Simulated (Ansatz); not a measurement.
## Molecular dynamics of Li

input.yaml

```yaml
accuracy: low
crystal:
  lattice:
    - [7.094447, 0.0, 0.0]
    - [0.0, 7.094447, 0.0]
    - [0.0, 0.0, 7.094447]
  atoms:
    - { symbol: Li, position: [-0.01024105, 0.20757987, -0.11758281] }
    - { symbol: Li, position: [0.20418183, -0.64438345, 0.14377907] }
    - { symbol: Li, position: [-0.26952579, 0.73017172, 0.30585517] }
    - { symbol: Li, position: [0.13566884, -0.22331102, 0.41309139] }
    - { symbol: Li, position: [-0.18677228, -0.08762586, -0.16251366] }
    - { symbol: Li, position: [0.371148, 0.01920472, 0.48802986] }
    - { symbol: Li, position: [0.68450478, 1.17706643, 0.58822388] }
    - { symbol: Li, position: [0.95203707, 0.03714599, 0.16957661] }
    - { symbol: Li, position: [-0.07208059, 0.40070878, 0.39011406] }
    - { symbol: Li, position: [0.43836361, 0.80604618, -0.26856716] }
    - { symbol: Li, position: [0.43549549, 0.53107685, 0.49053063] }
    - { symbol: Li, position: [0.75644563, 0.53618806, 0.70101073] }
    - { symbol: Li, position: [0.66883127, 0.34932174, 0.0692676] }
    - { symbol: Li, position: [0.48028258, 0.08140298, 1.11229709] }
    - { symbol: Li, position: [0.28694815, 1.25980173, 0.76885962] }
    - { symbol: Li, position: [1.12471246, 0.81960528, 0.90802792] }
basis:
  ecutwfc: 420.0
kpoints:
  mp_grid: { grid: [2, 2, 2] }
hamiltonian:
  xc: lda
scf:
  occupations: { method: fermi_dirac, width: 0.16 }
  lower_state_search: "off"
md:
  timestep: 1
  n_steps: 300
  ensemble: nvt_langevin
  temperature: 1080.0
  initial_velocities: maxwell_boltzmann
  seed: 419290
  friction: 0.01
```

Launched with:

```bash
$ ansatz run input.yaml --threads 1 --pin off --max-ram 3072MiB --backend cpu --events-out ev --progress --plain --runs-dir out
```

It goes on from the last frame of an earlier run, with new velocities.

Output, in part (step lines):

```
md step     0: t =     0.00 fs  T =  1012.5 K  F+E_penalty+E_count = -3222.46293137 eV  E_kin = 2.094012 eV  (7 SCF iters)
md step     1: t =     1.00 fs  T =   996.1 K  F+E_penalty+E_count = -3222.47664291 eV  E_kin = 2.060024 eV  (6 SCF iters)
md step     2: t =     2.00 fs  T =  1027.2 K  F+E_penalty+E_count = -3222.49249770 eV  E_kin = 2.124347 eV  (6 SCF iters)
md step     3: t =     3.00 fs  T =   995.5 K  F+E_penalty+E_count = -3222.50880529 eV  E_kin = 2.058882 eV  (6 SCF iters)
md step     4: t =     4.00 fs  T =  1008.7 K  F+E_penalty+E_count = -3222.53016366 eV  E_kin = 2.086199 eV  (6 SCF iters)
md step     5: t =     5.00 fs  T =  1101.6 K  F+E_penalty+E_count = -3222.55855812 eV  E_kin = 2.278355 eV  (5 SCF iters)
md step     6: t =     6.00 fs  T =  1096.0 K  F+E_penalty+E_count = -3222.59089862 eV  E_kin = 2.266788 eV  (5 SCF iters)
md step     7: t =     7.00 fs  T =  1105.0 K  F+E_penalty+E_count = -3222.62418352 eV  E_kin = 2.285328 eV  (5 SCF iters)
[... lines left out ...]
md step   299: t =   299.00 fs  T =  1363.6 K  F+E_penalty+E_count = -3223.24676574 eV  E_kin = 2.820106 eV  (4 SCF iters)
md step   300: t =   300.00 fs  T =  1343.8 K  F+E_penalty+E_count = -3223.25831057 eV  E_kin = 2.779107 eV  (6 SCF iters)
```

The steps, from the saved trajectory:

```csv
time (fs),T (K),potential energy less start (eV)
0.0,1012,0.000
10.0,1215,-0.253
20.0,1201,-0.259
30.0,1154,-0.004
40.0,1304,-0.218
50.0,1494,-0.732
60.0,1630,-0.814
70.0,1279,-0.167
80.0,1311,0.135
90.0,1237,-0.222
100.0,1250,-0.623
110.0,1348,-0.789
120.0,1083,-0.657
130.0,911,-0.500
140.0,977,-0.404
150.0,871,-0.345
160.0,1028,-0.591
170.0,1155,-0.777
180.0,1140,-0.658
190.0,1096,-0.303
200.0,745,0.035
210.0,646,0.156
220.0,929,-0.297
230.0,1342,-0.903
240.0,1239,-0.968
250.0,885,-0.698
260.0,906,-0.469
270.0,1171,-0.522
280.0,1348,-0.686
290.0,1360,-0.721
300.0,1344,-0.795
```

All steps were run. A run of 0.3 ps of so small a system gives no equilibrium averages. Limits of this set-up: coarse k mesh, low accuracy level.

Mean squared displacements from the first frame to the last, about the centre of mass: Li 2.75 Å².

Last frame:

```xyz
16
Lattice="7.0944 0.0000 0.0000 0.0000 7.0944 0.0000 0.0000 0.0000 7.0944" Properties=species:S:1:pos:R:3
Li -0.261 2.154 -0.032
Li 0.823 -3.518 2.844
Li -3.346 5.623 3.663
Li 1.782 -1.668 1.576
Li -1.901 -0.562 1.185
Li 1.444 -1.121 4.000
Li 3.941 7.827 6.353
Li 6.349 0.718 3.030
Li -2.070 3.035 4.704
Li 3.378 4.931 -0.733
Li 2.851 1.765 2.869
Li 5.854 5.515 5.399
Li 4.474 3.607 1.592
Li 1.460 0.208 6.533
Li 1.648 10.261 5.423
Li 7.197 5.017 7.492
```

Run time: 5.4 min on 1 thread of AMD EPYC 9B45 (Zen 5) (shared host), peak memory 0.58 GiB.
